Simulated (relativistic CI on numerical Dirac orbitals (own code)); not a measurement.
# Be⁺: one ion under different settings

How much do the settings matter for Be⁺? One ion, several inputs.

Method: Dirac-Coulomb-Breit CI, KLI orbitals optimised for each configuration, model QED (radiative potential, 1s self-energy scaled to tabulated hydrogen-like ionisation energies), numerical settings as typed. Code: relativistic CI on numerical Dirac orbitals (own code) version 3.

## Step 1: The system

```
ion            : Be⁺ (Be II)
nuclear charge : 4
electrons      : 3
isotope        : A = 9
```

## Step 2: Usual settings

Settings, as recorded:

```ini
atom Be  Z=4  charge=1  electrons=3
nucleus A=9  rms_radius_fm=2.5190
hamiltonian dirac-coulomb  breit=on  qed=on  c_scale=1
orbitals kli  potential=per-configuration
slater_scale 1
correlation none
mixing on
grid step=0.0125 r_max=51.4
scf mixing=0.4 start=green max_iterations=150 tolerance=2e-08 node_fill=0.05
configurations
  [He] 2s
  [He] 2p
  [He] 3s
  [He] 3p
  [He] 3d
end
```

The run is started by

```console
$ python run_levels.py task.json out
```

One command runs all members of the session, one after another, from task.json.

## Step 3: Speed-of-light factor 2

Changes to the settings of step 2:

```diff
@@ -2,3 +2,3 @@
 nucleus A=9  rms_radius_fm=2.5190
-hamiltonian dirac-coulomb  breit=on  qed=on  c_scale=1
+hamiltonian dirac-coulomb  breit=on  qed=on  c_scale=2
 orbitals kli  potential=per-configuration
```

## Step 4: End of the grid 35.98, nuclear radius 2.7709, QED terms off

Settings, as recorded:

```ini
atom Be  Z=4  charge=1  electrons=3
nucleus A=9  rms_radius_fm=2.7709
hamiltonian dirac-coulomb  breit=on  qed=off  c_scale=1
orbitals kli  potential=per-configuration
slater_scale 1
correlation none
mixing on
grid step=0.0125 r_max=35.98
scf mixing=0.4 start=green max_iterations=150 tolerance=2e-08 node_fill=0.05
configurations
  [He] 2s
  [He] 2p
  [He] 3s
  [He] 3p
  [He] 3d
end
```

## Step 5: Iteration limit 30, nuclear radius 3.2747

Settings, as recorded:

```ini
atom Be  Z=4  charge=1  electrons=3
nucleus A=9  rms_radius_fm=3.2747
hamiltonian dirac-coulomb  breit=on  qed=on  c_scale=1
orbitals kli  potential=per-configuration
slater_scale 1
correlation none
mixing on
grid step=0.0125 r_max=51.4
scf mixing=0.4 start=green max_iterations=30 tolerance=2e-08 node_fill=0.05
configurations
  [He] 2s
  [He] 2p
  [He] 3s
  [He] 3p
  [He] 3d
end
```

## Step 6: Breit term off

Settings, as recorded:

```ini
atom Be  Z=4  charge=1  electrons=3
nucleus A=9  rms_radius_fm=2.5190
hamiltonian dirac-coulomb  breit=off  qed=on  c_scale=1
orbitals kli  potential=per-configuration
slater_scale 1
correlation none
mixing on
grid step=0.0125 r_max=51.4
scf mixing=0.4 start=green max_iterations=150 tolerance=2e-08 node_fill=0.05
configurations
  [He] 2s
  [He] 2p
  [He] 3s
  [He] 3p
  [He] 3d
end
```

## Step 7: Nuclear radius 25.19

Settings, as recorded:

```ini
atom Be  Z=4  charge=1  electrons=3
nucleus A=9  rms_radius_fm=25.1900
hamiltonian dirac-coulomb  breit=on  qed=on  c_scale=1
orbitals kli  potential=per-configuration
slater_scale 1
correlation none
mixing on
grid step=0.0125 r_max=51.4
scf mixing=0.4 start=green max_iterations=85 tolerance=2e-08 node_fill=0.05
configurations
  [He] 2s
  [He] 2p
  [He] 3s
  [He] 3p
  [He] 3d
end
```

(Steps that only read results are left out.)

What does the calculation give? Wanted: lowest level, usual settings; total energy; first excitation.

As calculated:

| setting | total energy less usual (Ha) | largest shift of a level among the lowest eight of both runs, same label and place (cm⁻¹) | SCF iterations | time | lowest level | kind of change |
| --- | --- | --- | --- | --- | --- | --- |
| usual | 0 | 0 | 43 | 0.063 s | 2s 2S1/2 | - |
| speed-of-light factor 2 | 0.00158 | 17.0 | 43 | 0.065 s | 2s 2S1/2 | unphysical constant |
| end of the grid 35.98, nuclear radius 2.7709, QED terms off | -0.000356 | 2.19 | 43 | 0.04 s | 2s 2S1/2 | unphysical constant |
| iteration limit 30, nuclear radius 3.2747 | -6.02e-08 | 0 | 43 | 0.064 s | 2s 2S1/2 | unphysical constant |
| Breit term off | -0.00069 | 5.17 | 43 | 0.064 s | 2s 2S1/2 | model term |
| nuclear radius 25.19 | 6.51e-05 | 0.345 | 43 | 0.064 s | 2s 2S1/2 | unsound |

| quantity | value |
| --- | --- |
| lowest level, usual settings | 2s 2S1/2 |
| total energy | -14.2786 Ha |
| first excitation | 32218 cm⁻¹ |

Among the runs whose levels can be followed, they move most under «speed-of-light factor 2» (unphysical constant), by up to 17.0 cm⁻¹. No visible change in the result comes from «iteration limit 30, nuclear radius 3.2747». Only the listed configurations are in the model. Near neutrality, missing correlation can shift configurations against each other by thousands of cm⁻¹.
